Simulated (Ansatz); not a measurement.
**Sn3Se in Ansatz: the effect of functional**

Crystal: Sn3Se.

```
Sn Se
1.0
     0.00000    3.75786    3.75786
     3.75786    0.00000    3.75786
     3.75786    3.75786    0.00000
Sn Se
3 1
Direct
  0.50000 0.50000 0.50000
  0.75000 0.75000 0.75000
  0.25000 0.25000 0.25000
  0.00000 0.00000 0.00000
```

The cell comes from a database or a generator and needn't be the stable form of this composition.

The cell isn't the ideal one: volume scaled by 1.02.

Alike in all runs:

- Program: Ansatz 0.2.0
- Task: single point
- Potentials or basis: Ansatz PAW
- k mesh: 6 × 6 × 6
- Occupations: fermi-dirac, width 0.05 eV
- Spin: no spin polarisation

```tsv
functional	cutoff	pressure (GPa)
r2SCAN	500 eV (not typed: the program's choice for these potentials)	-2.2
PBE	420 eV (not typed: the program's choice for these potentials)	?
LDA	420 eV (not typed: the program's choice for these potentials)	-5.2
```

What does the run with functional PBE give?

Pressure -1.1 GPa.

Caveats: the PAW data sets come from PBE, with cores solved anew for the run's functional, which leaves a small shift of forces and pressure (some runs).
